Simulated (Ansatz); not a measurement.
Task: a geometry optimisation of BClFH₅OSi₂, SMILES FB(Cl)[SiH2]O[SiH3], with the Ansatz DFT code, driven from Python. Give the script and its output. Level of theory: Hartree-Fock, def2-SVP basis, multiplicity 1.

```yaml
atoms:
  - { symbol: F, position_ang: [-1.6541, -2.4662, -0.1183] }
  - { symbol: B, position_ang: [-0.3538, -1.9403, 0.0169] }
  - { symbol: Cl, position_ang: [0.7344, -2.6892, 1.2602] }
  - { symbol: Si, position_ang: [0.3418, -0.4278, -1.0563] }
  - { symbol: O, position_ang: [-0.7333, 0.9298, -0.8037] }
  - { symbol: Si, position_ang: [-0.1643, 1.7064, 0.6517] }
  - { symbol: H, position_ang: [1.7085, -0.1491, -0.7505] }
  - { symbol: H, position_ang: [0.2173, -0.8024, -2.4764] }
  - { symbol: H, position_ang: [-0.2298, 0.7703, 1.8281] }
  - { symbol: H, position_ang: [1.2216, 2.1589, 0.4921] }
  - { symbol: H, position_ang: [-1.0230, 2.8525, 0.9766] }
```

The script, `opt_bclfh5osi2.py`:
```python
'''Relax the BClFH5OSi2 molecule.'''

import itertools
import logging
import sys

import ansatz as az
from ase.data import atomic_numbers, covalent_radii
import numpy as np

logging.basicConfig(stream=sys.stdout, format='%(levelname)s:%(name)s:%(message)s')
log = logging.getLogger('run')
log.setLevel(logging.INFO)

params = {
    'basis_set': 'def2-SVP',
    'functional': 'HF',
}

GEOMETRY = '''
F    -1.65410   -2.46620   -0.11830
B    -0.35380   -1.94030    0.01690
Cl    0.73440   -2.68920    1.26020
Si    0.34180   -0.42780   -1.05630
O    -0.73330    0.92980   -0.80370
Si   -0.16430    1.70640    0.65170
H     1.70850   -0.14910   -0.75050
H     0.21730   -0.80240   -2.47640
H    -0.22980    0.77030    1.82810
H     1.22160    2.15890    0.49210
H    -1.02300    2.85250    0.97660
'''


def main() -> None:
    molecule = az.Crystal.molecule()
    for line in GEOMETRY.strip().splitlines():
        symbol, *xyz = line.split()
        molecule = molecule.atom(symbol, [float(v) for v in xyz])

    model = (
        molecule.calculation()
        .basis(gaussian=params['basis_set'])
        .functional(params['functional'])
    )
    symbols = [site.symbol for site in molecule.cartesian_sites]
    start = np.array([site.position_ang for site in molecule.cartesian_sites], dtype=float)
    def progress(event):
        if event['event'] == 'relax_step':
            row = event['data']
            log.info(f'step {row["step"]:3d}  E = {row["lagrangian_ev"]:.6f} eV  largest force component {row["allowed_force_max_ev_ang"]:.4f} eV/A')


    summary = model.relax(force_tolerance=0.005).session().plan().execute(on_event=progress).report
    end = np.array(summary['positions_ang'])

    log.info('reference energy %16.6f eV' % summary['reference_energy_ev'])
    log.info('total energy     %16.6f eV' % summary['free_energy_ev'])
    print('occupied orbitals outside the frozen core (up, down):', summary['n_occupied'], ' frozen:', summary['n_frozen'], ' virtual:', summary['n_virtual'])

    # pairs closer than 1.2 times the sum of covalent radii, before or after
    radius = [covalent_radii[atomic_numbers[s]] for s in symbols]
    span = lambda where, i, j: np.linalg.norm(where[i] - where[j])
    bonded = [(i, j) for i, j in itertools.combinations(range(len(symbols)), 2) if min(span(start, i, j), span(end, i, j)) < 1.2 * (radius[i] + radius[j])]
    log.info('pair        before    after (A)')
    for i, j in bonded:
        print(f'{symbols[i]}{i}-{symbols[j]}{j}'.ljust(10), f'{span(start, i, j):8.4f} {span(end, i, j):8.4f}')
    for first, second in list(itertools.combinations(bonded, 2)):
        shared = set(first) & set(second)
        if shared and symbols[(j := shared.pop())] != 'H':
            i, k = sorted((set(first) | set(second)) - {j})
            u, v = end[i] - end[j], end[k] - end[j]
            angle = np.degrees(np.arccos(np.clip(u @ v / np.linalg.norm(u) / np.linalg.norm(v), -1, 1)))
            log.info(f'final angle {symbols[i]}{i}-{symbols[j]}{j}-{symbols[k]}{k}: {angle:.2f} deg')


if __name__ == '__main__':
    main()
```

```console
$ python opt_bclfh5osi2.py
INFO:run:step   1  E = -33712.467864 eV  largest force component 3.5741 eV/A
INFO:run:step   2  E = -33713.123476 eV  largest force component 1.8240 eV/A
INFO:run:step   3  E = -33713.070079 eV  largest force component 2.1637 eV/A
INFO:run:step   4  E = -33713.325121 eV  largest force component 1.4685 eV/A
INFO:run:step   5  E = -33713.419267 eV  largest force component 0.8675 eV/A
INFO:run:step   6  E = -33713.496673 eV  largest force component 0.1818 eV/A
INFO:run:step   7  E = -33713.547369 eV  largest force component 0.1523 eV/A
INFO:run:step   8  E = -33713.555386 eV  largest force component 0.2688 eV/A
INFO:run:step   9  E = -33713.570547 eV  largest force component 0.2080 eV/A
INFO:run:step  10  E = -33713.572953 eV  largest force component 0.3172 eV/A
INFO:run:step  11  E = -33713.580876 eV  largest force component 0.0884 eV/A
INFO:run:step  12  E = -33713.582865 eV  largest force component 0.0649 eV/A
INFO:run:step  13  E = -33713.585013 eV  largest force component 0.0876 eV/A
INFO:run:step  14  E = -33713.582092 eV  largest force component 0.3330 eV/A
INFO:run:step  15  E = -33713.586995 eV  largest force component 0.0770 eV/A
INFO:run:step  16  E = -33713.590096 eV  largest force component 0.2090 eV/A
INFO:run:step  17  E = -33713.590635 eV  largest force component 0.4498 eV/A
INFO:run:step  18  E = -33713.593069 eV  largest force component 0.3225 eV/A
INFO:run:step  19  E = -33713.600833 eV  largest force component 0.1799 eV/A
INFO:run:step  20  E = -33713.607904 eV  largest force component 0.0546 eV/A
INFO:run:step  21  E = -33713.600637 eV  largest force component 0.6634 eV/A
INFO:run:step  22  E = -33713.611672 eV  largest force component 0.0466 eV/A
INFO:run:step  23  E = -33713.614140 eV  largest force component 0.1701 eV/A
INFO:run:step  24  E = -33713.615671 eV  largest force component 0.2774 eV/A
INFO:run:step  25  E = -33713.617854 eV  largest force component 0.2457 eV/A
INFO:run:step  26  E = -33713.608323 eV  largest force component 0.6071 eV/A
INFO:run:step  27  E = -33713.621454 eV  largest force component 0.0954 eV/A
INFO:run:step  28  E = -33713.619799 eV  largest force component 0.3570 eV/A
INFO:run:step  29  E = -33713.622879 eV  largest force component 0.0563 eV/A
INFO:run:step  30  E = -33713.624187 eV  largest force component 0.0324 eV/A
INFO:run:step  31  E = -33713.625446 eV  largest force component 0.0930 eV/A
INFO:run:step  32  E = -33713.624134 eV  largest force component 0.2817 eV/A
INFO:run:step  33  E = -33713.626728 eV  largest force component 0.0572 eV/A
INFO:run:step  34  E = -33713.627750 eV  largest force component 0.0753 eV/A
INFO:run:step  35  E = -33713.628630 eV  largest force component 0.1321 eV/A
INFO:run:step  36  E = -33713.628688 eV  largest force component 0.2396 eV/A
INFO:run:step  37  E = -33713.629034 eV  largest force component 0.1828 eV/A
INFO:run:step  38  E = -33713.630303 eV  largest force component 0.0624 eV/A
INFO:run:step  39  E = -33713.630518 eV  largest force component 0.0851 eV/A
INFO:run:step  40  E = -33713.630751 eV  largest force component 0.0883 eV/A
INFO:run:step  41  E = -33713.631068 eV  largest force component 0.0538 eV/A
INFO:run:step  42  E = -33713.631319 eV  largest force component 0.0510 eV/A
INFO:run:step  43  E = -33713.631567 eV  largest force component 0.0360 eV/A
INFO:run:step  44  E = -33713.631853 eV  largest force component 0.0613 eV/A
INFO:run:step  45  E = -33713.632177 eV  largest force component 0.0661 eV/A
INFO:run:step  46  E = -33713.632689 eV  largest force component 0.1210 eV/A
INFO:run:step  47  E = -33713.631546 eV  largest force component 0.1852 eV/A
INFO:run:step  48  E = -33713.633824 eV  largest force component 0.0635 eV/A
INFO:run:step  49  E = -33713.635240 eV  largest force component 0.0399 eV/A
INFO:run:step  50  E = -33713.636002 eV  largest force component 0.1312 eV/A
INFO:run:step  51  E = -33713.637171 eV  largest force component 0.0819 eV/A
INFO:run:step  52  E = -33713.638158 eV  largest force component 0.0303 eV/A
INFO:run:step  53  E = -33713.638821 eV  largest force component 0.0897 eV/A
INFO:run:step  54  E = -33713.627799 eV  largest force component 0.3169 eV/A
INFO:run:step  55  E = -33713.639857 eV  largest force component 0.0304 eV/A
INFO:run:step  56  E = -33713.640194 eV  largest force component 0.0349 eV/A
INFO:run:step  57  E = -33713.640374 eV  largest force component 0.0416 eV/A
INFO:run:step  58  E = -33713.640550 eV  largest force component 0.0437 eV/A
INFO:run:step  59  E = -33713.640802 eV  largest force component 0.0296 eV/A
INFO:run:step  60  E = -33713.640929 eV  largest force component 0.0398 eV/A
INFO:run:step  61  E = -33713.640987 eV  largest force component 0.0581 eV/A
INFO:run:step  62  E = -33713.641142 eV  largest force component 0.0459 eV/A
INFO:run:step  63  E = -33713.641048 eV  largest force component 0.0683 eV/A
INFO:run:step  64  E = -33713.641272 eV  largest force component 0.0180 eV/A
INFO:run:step  65  E = -33713.641569 eV  largest force component 0.0090 eV/A
INFO:run:step  66  E = -33713.641719 eV  largest force component 0.0295 eV/A
INFO:run:step  67  E = -33713.641816 eV  largest force component 0.0286 eV/A
INFO:run:step  68  E = -33713.641965 eV  largest force component 0.0029 eV/A
INFO:run:step  69  E = -33713.641996 eV  largest force component 0.0110 eV/A
INFO:run:step  70  E = -33713.641993 eV  largest force component 0.0174 eV/A
INFO:run:step  71  E = -33713.642016 eV  largest force component 0.0133 eV/A
INFO:run:step  72  E = -33713.642043 eV  largest force component 0.0176 eV/A
INFO:run:step  73  E = -33713.642057 eV  largest force component 0.0145 eV/A
INFO:run:step  74  E = -33713.642071 eV  largest force component 0.0073 eV/A
INFO:run:step  75  E = -33713.642077 eV  largest force component 0.0070 eV/A
INFO:run:step  76  E = -33713.642079 eV  largest force component 0.0119 eV/A
INFO:run:step  77  E = -33713.642080 eV  largest force component 0.0147 eV/A
INFO:run:step  78  E = -33713.642091 eV  largest force component 0.0071 eV/A
INFO:run:step  79  E = -33713.642095 eV  largest force component 0.0051 eV/A
INFO:run:step  80  E = -33713.642105 eV  largest force component 0.0077 eV/A
INFO:run:step  81  E = -33713.642111 eV  largest force component 0.0107 eV/A
INFO:run:step  82  E = -33713.642119 eV  largest force component 0.0126 eV/A
INFO:run:step  83  E = -33713.642125 eV  largest force component 0.0094 eV/A
INFO:run:step  84  E = -33713.642127 eV  largest force component 0.0045 eV/A
INFO:run:reference energy    -33713.642127 eV
INFO:run:total energy        -33713.642127 eV
occupied orbitals outside the frozen core (up, down): [36, 36]  frozen: 0  virtual: [85, 85]
INFO:run:pair        before    after (A)
F0-B1        1.4091   1.3092
B1-Cl2       1.8141   1.7700
B1-Si3       1.9807   2.0485
Si3-O4       1.7501   1.6369
Si3-H6       1.4280   1.4809
Si3-H7       1.4739   1.4808
O4-Si5       1.7450   1.6413
Si5-H8       1.5048   1.4788
Si5-H9       1.4666   1.4789
Si5-H10      1.4685   1.4778
INFO:run:final angle F0-B1-Cl2: 116.56 deg
INFO:run:final angle F0-B1-Si3: 121.28 deg
INFO:run:final angle Cl2-B1-Si3: 122.16 deg
INFO:run:final angle B1-Si3-O4: 110.06 deg
INFO:run:final angle B1-Si3-H6: 109.03 deg
INFO:run:final angle B1-Si3-H7: 109.04 deg
INFO:run:final angle O4-Si3-H6: 110.14 deg
INFO:run:final angle O4-Si3-H7: 110.09 deg
INFO:run:final angle Si3-O4-Si5: 164.59 deg
INFO:run:final angle H6-Si3-H7: 108.45 deg
INFO:run:final angle O4-Si5-H8: 110.04 deg
INFO:run:final angle O4-Si5-H9: 110.06 deg
INFO:run:final angle O4-Si5-H10: 109.08 deg
INFO:run:final angle H8-Si5-H9: 109.26 deg
INFO:run:final angle H8-Si5-H10: 109.21 deg
INFO:run:final angle H9-Si5-H10: 109.19 deg
```

Reading the output:
- Total energies depend on the basis set; only differences at equal settings carry meaning.
- The end point is the stationary point reached from this start; no frequency run checks that it is a minimum, and the basis set is modest.
- Wall time of the script: 10 min on 1 thread of Arm Neoverse N1, on a shared host, peak memory 0.35 GiB.
